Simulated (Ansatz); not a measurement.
# Tellurium, bcc under LDA: structure, energy and stiffness

What does LDA give for tellurium in the bcc structure? We relax it, solve it on a dense k-mesh, switch on spin-orbit coupling, then scale the cell to 7 volumes from 88 to 112 % of the relaxed one and try a fit of the equation of state. The k-meshes are 11×11×11 for the relaxation; 19×19×19 for the dense run; 12×12×12 for spin-orbit coupling; 13×13×13 for the volumes.

Program: Ansatz 0.2.0. Level of theory: DFT LDA (PW92), plane waves (420 eV) with PAW, scalar-relativistic; PAW files made under PBE, frozen cores solved again for the functional. These are calculated values, not measurements.

## Step 1: Starting point

Symmetry: Im-3m, No. 229, cubic system. Conventional cell: a = 3.864 Å, b = 3.864 Å, c = 3.864 Å, α = 90.00°, β = 90.00°, γ = 90.00°. Around Te (site symmetry m-3m) lie 8 Te at 3.35 Å.

As a file:

```xyz
1
Lattice="-1.9318 1.9318 1.9318 1.9318 -1.9318 1.9318 1.9318 1.9318 -1.9318" Properties=species:S:1:pos:R:3 pbc="T T T"
Te    0.0000    0.0000    0.0000
```

## Step 2: Relaxing cell and atoms

input.yaml

```yaml
crystal:
  lattice:
    - [-1.9317963558, 1.9317963558, 1.9317963558]
    - [1.9317963558, -1.9317963558, 1.9317963558]
    - [1.9317963558, 1.9317963558, -1.9317963558]
  atoms:
    - { symbol: Te, position: [0.0, 0.0, 0.0] }
hamiltonian:
  xc: lda
  pseudopotentials:
    kind: paw
    azcp:
      Te: "pseudopotentials/Te.paw.azcp"
basis:
  ecutwfc: 420
  fft_grid_basis: typed
kpoints:
  mp_grid: { grid: [11, 11, 11], shift: [0, 0, 0] }
magnetization:
  spin_polarized: false
scf:
  occupations: { method: fermi_dirac, width: 0.1 }
relax:
  max_steps: 60
  f_tol: 0.01
  cell: {}
output:
  write_density: true
  write_potential: true
  elf: true
  volumetric_format: npy
```

On the command line:

```bash
$ ansatz run input.yaml --threads 2 --pin off --max-ram 5120MiB --backend cpu --events-out ev --progress --plain --runs-dir out
```

After this run come: Dense single point; A two-component run at the same geometry; Equation of state: 88 %; Equation of state: 92 %; Equation of state: 96 %; Equation of state: 100 %; Equation of state: 104 %; Equation of state: 108 %; Equation of state: 112 %.

**Question.** What will these runs give? Wanted: space group; conventional cell; volume; shortest distance; gap on the mesh; relative to trigonal tellurium; V₀, B₀, B₀′.

**Answer**, as computed:

```
                      quantity                         value
space group (spins left aside)               Im-3m (No. 229)
             conventional cell                   a = 3.762 Å
                        volume                26.617 Å³/atom
             shortest distance                       3.258 Å
               gap on the mesh  none (levels filled in part)
relative to trigonal tellurium                 +228 meV/atom
                   V₀, B₀, B₀′   26.609 Å³/atom, 69 GPa, 4.7
```

What this shows: From the guessed start the volume shrank by 7.7 % in 5 steps. It lies 228 meV/atom above the element's reference form at the same level (trigonal tellurium, from a run of its own), so it is far from stable. Levels at the Fermi energy are filled in part, as in a metal. The total energy of the spin-orbit run lies -2.6 eV/atom from the scalar one, but the two kinds of run don't share a zero of energy: only differences within one kind count. The fitted modulus is 69 GPa. Relaxation kept the symmetry; phonons were not checked.
